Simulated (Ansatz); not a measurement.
# Te4HBr23: the cost of one run

Computed with Ansatz 0.2.0 (DFT, PBE, plane-wave PAW, default files, scalar-relativistic, as far as a step names no other, unless a step's input says otherwise).

1 further run of the same task is left out (it didn't finish).

## (1) The starting structure

It takes space group Cm (No. 8, monoclinic). Conventional cell: a = 14.856 Å, b = 22.161 Å, c = 10.505 Å, α = 90.00°, β = 135.00°, γ = 90.00°. Te (site symmetry m) is surrounded by 5 Br at 2.57 to 2.58 Å and 1 H at 2.58 Å. Te (site symmetry m) is surrounded by 6 Br at 2.57 to 2.58 Å. Around Te (site symmetry 1) lie 6 Br at 2.57 to 2.58 Å. Br (site symmetry 1) is surrounded by 1 Te at 2.57 Å. Around H (site symmetry m) lie 1 Te at 2.58 Å. Only part of the 19 independent sites is listed.

Coordinates:

```
Te Br H
1.0
     0.00000    7.42804   11.08060
     7.42804    0.00000   11.08060
     7.42804    7.42804    0.00000
Te Br H
4 23 1
Direct
  0.25000 0.25000 0.25000
  0.75000 0.75000 0.75000
  0.00000 0.00000 0.00000
  0.50000 0.50000 0.50000
  0.13419 0.13419 0.36581
  0.63419 0.63419 0.86581
  0.38419 0.38419 0.61581
  0.88419 0.88419 0.11581
  0.36581 0.36581 0.13419
  0.86581 0.86581 0.63419
  0.11581 0.11581 0.88419
  0.61581 0.61581 0.38419
  0.71214 0.78786 0.99311
  0.28786 0.21214 0.00689
  0.78786 0.71214 0.50689
  0.74311 0.25689 0.46214
  0.24311 0.75689 0.96214
  0.25689 0.74311 0.53786
  0.75689 0.24311 0.03786
  0.00689 0.49311 0.21214
  0.50689 0.99311 0.71214
  0.49311 0.00689 0.28786
  0.99311 0.50689 0.78786
  0.03786 0.96214 0.24311
  0.53786 0.46214 0.74311
  0.96214 0.03786 0.75689
  0.46214 0.53786 0.25689
  0.21214 0.28786 0.49311
```

Atom 13 of the input is the impurity.

## (2) Gradients at the starting positions

Contents of input.yaml:

```yaml
crystal:
  lattice:
    - [0.0, 7.428041, 11.0806]
    - [7.428041, 0.0, 11.0806]
    - [7.428041, 7.428041, 0.0]
  atoms:
    - { symbol: Te, position: [0.25, 0.25, 0.25] }
    - { symbol: Te, position: [0.75, 0.75, 0.75] }
    - { symbol: Te, position: [0.0, 0.0, 0.0] }
    - { symbol: Te, position: [0.5, 0.5, 0.5] }
    - { symbol: Br, position: [0.134187, 0.134187, 0.365813] }
    - { symbol: Br, position: [0.634187, 0.634187, 0.865813] }
    - { symbol: Br, position: [0.384187, 0.384187, 0.615813] }
    - { symbol: Br, position: [0.884187, 0.884187, 0.115813] }
    - { symbol: Br, position: [0.365813, 0.365813, 0.134187] }
    - { symbol: Br, position: [0.865813, 0.865813, 0.634187] }
    - { symbol: Br, position: [0.115813, 0.115813, 0.884187] }
    - { symbol: Br, position: [0.615813, 0.615813, 0.384187] }
    - { symbol: H, position: [0.2121425, 0.2878575, 0.4931145] }
    - { symbol: Br, position: [0.7121425, 0.7878575, 0.9931145] }
    - { symbol: Br, position: [0.2878575, 0.2121425, 0.0068855] }
    - { symbol: Br, position: [0.7878575, 0.7121425, 0.5068855] }
    - { symbol: Br, position: [0.7431145, 0.2568855, 0.4621425] }
    - { symbol: Br, position: [0.2431145, 0.7568855, 0.9621425] }
    - { symbol: Br, position: [0.2568855, 0.7431145, 0.5378575] }
    - { symbol: Br, position: [0.7568855, 0.2431145, 0.0378575] }
    - { symbol: Br, position: [0.0068855, 0.4931145, 0.2121425] }
    - { symbol: Br, position: [0.5068855, 0.9931145, 0.7121425] }
    - { symbol: Br, position: [0.4931145, 0.0068855, 0.2878575] }
    - { symbol: Br, position: [0.9931145, 0.5068855, 0.7878575] }
    - { symbol: Br, position: [0.0378575, 0.9621425, 0.2431145] }
    - { symbol: Br, position: [0.5378575, 0.4621425, 0.7431145] }
    - { symbol: Br, position: [0.9621425, 0.0378575, 0.7568855] }
    - { symbol: Br, position: [0.4621425, 0.5378575, 0.2568855] }
kpoints:
  mp_grid: { grid: [2, 2, 2] }
scf:
  occupations: { method: fermi_dirac, width: 0.01 }
hamiltonian:
  xc: pbe
  pseudopotentials: { kind: paw }
output:
  forces: true
  stress: true
  populations: true
  efg:
    quadrupole_moments_barn: { Br: 0.2579, H: 0.00285783 }
    contact_densities: true
```

Started as:

```console
$ ansatz run input.yaml --threads 1 --pin off --max-ram 3072MiB --backend cpu --events-out ev --progress --plain --runs-dir out
```

What time and memory should one allow on 1 thread of Arm Neoverse V1, shared host?

About 2.5 min, with a peak of 1.7 GiB.
